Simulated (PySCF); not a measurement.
# CoH4O4 ([Co(OH)4]2-): the cost of one run

Computed with PySCF 2.14.0 and routines of our own; the level stands in each step. Atoms count from 0.

## 1. The starting structure

9 atoms, charge -2, states of the metal's open shell are computed; geometry from: model geometry, bond lengths from ionic radii.

## 2. Ligand-field states: state-averaged CASSCF in water

The job: settings as JSON, then the geometry in Å.

```
{"job": {"kind": "lf", "basis": {"metal": "x2c-TZVPall", "ligand": "x2c-SVPall"}, "nevpt": true, "solvent": "water"}, "charge": -2, "metal": "Co", "open_shell": "d7"}
Co     0.000000     0.000000     0.000000
O      1.128720     1.128720     1.128720
H      0.874803     2.006174     1.440489
O     -1.128720    -1.128720     1.128720
H     -0.874803    -2.006174     1.440489
O     -1.128720     1.128720    -1.128720
H     -2.006174     0.874803    -1.440489
O      1.128720    -1.128720    -1.128720
H      2.006174    -0.874803    -1.440489
```

Level: state-averaged CASSCF of the metal d shell, SC-NEVPT2 on the averaged canonical orbitals, state-interaction spin-orbit coupling.

On the command line:

```sh
$ OMP_NUM_THREADS=1 python lf_run.py task.json out
```

This one command runs all jobs of the session in turn.

**Question.** How long does this first job take on 1 thread of Arm Neoverse V2, shared host, and how much memory does it need?

About 8.1 s, with a peak of 0.32 GiB.
